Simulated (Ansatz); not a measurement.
# AlF2HS: the cost of one run

Program: the Python package of Ansatz 0.2.0. Level of theory: r2SCAN0/def2-SVP. These are calculated values, not measurements.

### Step 1. Starting point

Bond lengths: F1–Al2 1.813 Å, Al2–F3 1.789 Å, Al2–S4 2.216 Å, S4–H5 1.360 Å. Angles: F1–Al2–F3 118.8°, F1–Al2–S4 122.2°, F3–Al2–S4 119.0°, Al2–S4–H5 95.9°.

The script holds or builds the structure itself.

### Step 2. The code

scan_alf2hs.py

```python
"""Stretching a bond of AlF2HS, the rest held rigid."""

import ansatz as az
import matplotlib.pyplot as plt
import numpy as np

GEOMETRY = """
F     0.79100    0.16090    2.01480
Al    0.23600   -0.42470    0.39080
F     1.08780   -1.80460   -0.36460
S    -1.42170    0.54830   -0.71100
H    -0.64320    1.44640   -1.37140
"""

molecule = az.Crystal.molecule()
for line in GEOMETRY.strip().splitlines():
    symbol, *xyz = line.split()
    molecule = molecule.atom(symbol, [float(v) for v in xyz])

symbols = [site.symbol for site in molecule.cartesian_sites]
start = np.array([site.position_ang for site in molecule.cartesian_sites])
axis = (start[3] - start[1]) / np.linalg.norm(start[3] - start[1])
moving = [3, 4]
lengths, energies = [1.95, 2.038, 2.127, 2.216, 2.304, 2.393, 2.481, 2.614], []
for length in lengths:
    xyz = start.copy()
    xyz[moving] += (length - np.linalg.norm(start[3] - start[1])) * axis
    point = az.Crystal.molecule()
    for symbol, place in zip(symbols, xyz):
        point = point.atom(symbol, place.tolist())
    calc = (
        point.calculation()
        .basis(gaussian="def2-SVP")
        .functional("r2scan0")
        .accuracy("medium")
    )
    rep = calc.run().report
    energies.append(rep["free_energy_ev"])
    print(f"r = {length:6.3f} A  E = {energies[-1]:.5f} eV  <S^2> = {abs(rep['mean_field']['state']['spin_squared']):.3f}")

# quartic fit about the minimum
fit = np.polynomial.Polynomial.fit(lengths, np.array(energies) - min(energies), 4).convert()
roots = [r.real for r in fit.deriv().roots() if abs(r.imag) < 1e-9 and fit.deriv(2)(r.real) > 0]
r_e = min(roots, key=lambda r: abs(r - lengths[int(np.argmin(energies))]))
print(f"minimum of the fit at {r_e:.4f} A, force constant {fit.deriv(2)(r_e):.2f} eV/A^2")
plt.figure(figsize=(4.5, 3))
plt.plot(lengths, np.array(energies) - min(energies), "o-")
plt.xlabel("bond length (A)")
plt.ylabel("E - E(min) (eV)")
plt.tight_layout()
plt.savefig("scan.png", dpi=100)
```

### Step 3. The calls as engine input

The package turns the script's settings into the engine's input (first run):

```yaml
crystal:
  periodic: [false, false, false]
  atoms:
    - { symbol: F, position_ang: [0.791, 0.1609, 2.0148] }
    - { symbol: Al, position_ang: [0.236, -0.4247, 0.3908] }
    - { symbol: F, position_ang: [1.0878, -1.8046, -0.3646] }
    - { symbol: S, position_ang: [-1.2230124753334852, 0.43167880104933415, -0.5789411747134187] }
    - { symbol: H, position_ang: [-0.44451247533348526, 1.329778801049334, -1.2393411747134186] }
accuracy: medium
basis:
  gaussian:
    orbitals: def2-SVP
hamiltonian:
  xc: r2scan0
```

### Step 4. Running it

The run is started by

```
$ python scan_alf2hs.py
```

What time and memory should one allow on 1 thread of Intel Xeon 6975P-C (Granite Rapids), shared host?

About 12 s, with a peak of 0.25 GiB.
